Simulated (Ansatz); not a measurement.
# BFH5NOSSi: basis-set convergence

One table from this session's results is given with a row withheld; the runs are named, their logs left out.

The runs use Ansatz 0.2.0, Gaussian basis; one geometry, several basis sets.

Plan: PBE0-D4/def2-SVP; ωB97M-V/def2-SVP; PBE0-D4/def2-QZVPP; ωB97M-V/def2-QZVPP; the functionals' def2-TZVPP values are taken from earlier runs.

## Structure used throughout

An earlier PBE0-D4 in a triple-zeta def2 set relaxation fixed the geometry.

SMILES `O[SiH](F)NBS`, 11 atoms, charge 0, spin multiplicity 1.

Atoms are counted from 1 here; the program's logs count them from 0.

Bond lengths: O1–Si2 1.622 Å, O1–H7 0.959 Å, Si2–F3 1.594 Å, Si2–N4 1.725 Å, Si2–H8 1.469 Å, N4–B5 1.409 Å, N4–H9 1.012 Å, B5–S6 1.807 Å, B5–H10 1.194 Å, S6–H11 1.340 Å. Angles: Si2–O1–H7 118.9°, O1–Si2–F3 112.0°, O1–Si2–N4 112.2°, O1–Si2–H8 105.9°, F3–Si2–N4 104.0°, F3–Si2–H8 108.0°, N4–Si2–H8 114.8°, Si2–N4–B5 125.5°, Si2–N4–H9 116.0°, B5–N4–H9 118.4°, N4–B5–S6 120.4°, N4–B5–H10 119.7°, S6–B5–H10 119.9°, B5–S6–H11 96.6°.

Set-up of the first run:

in.yaml

```yaml
crystal:
  periodic: [false, false, false]
  atoms:
    - {symbol: O, position_ang: [1.128455, -1.976893, -0.035541]}
    - {symbol: Si, position_ang: [0.611521, -0.888390, -1.121916]}
    - {symbol: F, position_ang: [1.775660, -0.430315, -2.110501]}
    - {symbol: N, position_ang: [0.093978, 0.579946, -0.379630]}
    - {symbol: B, position_ang: [-0.767013, 0.674862, 0.731488]}
    - {symbol: S, position_ang: [-1.259544, 2.291390, 1.371672]}
    - {symbol: H, position_ang: [1.692877, -1.683421, 0.681831]}
    - {symbol: H, position_ang: [-0.416424, -1.572658, -1.918429]}
    - {symbol: H, position_ang: [0.407343, 1.434761, -0.820883]}
    - {symbol: H, position_ang: [-1.169948, -0.319943, 1.255359]}
    - {symbol: H, position_ang: [-2.031606, 1.833761, 2.367152]}
basis:
  gaussian: {orbitals: def2-SVP}
hamiltonian: {xc: pbe0, dispersion: d4}
output: {orbitals: {seedname: orbitals}}
```

Among the steps run: PBE0-D4 in def2-SVP; ωB97M-V in def2-SVP; PBE0-D4 in def2-QZVPP; ωB97M-V in def2-QZVPP.

One of the session's tables, all rows but one given; the rest of the session is left out.

It belongs to the step «Density functionals: the series». 

| functional | basis | HOMO (eV) | LUMO (eV) |
| --- | --- | --- | --- |
| PBE0-D4 | def2-SVP | -7.48 | 0.07 |
| PBE0-D4 | def2-TZVPP | -7.64 | -0.23 |
| PBE0-D4 | def2-QZVPP | ? | ? |
| ωB97M-V | def2-SVP | -9.61 | 2.13 |
| ωB97M-V | def2-TZVPP | -9.80 | 1.66 |
| ωB97M-V | def2-QZVPP | -9.84 | 1.34 |

**Question.** Estimate the row for PBE0-D4, def2-QZVPP.

**Answer.** HOMO (eV): -7.67; LUMO (eV): -0.32. In the column «HOMO (eV)» it lies between ωB97M-V, def2-SVP (-9.61) and PBE0-D4, def2-TZVPP (-7.64).
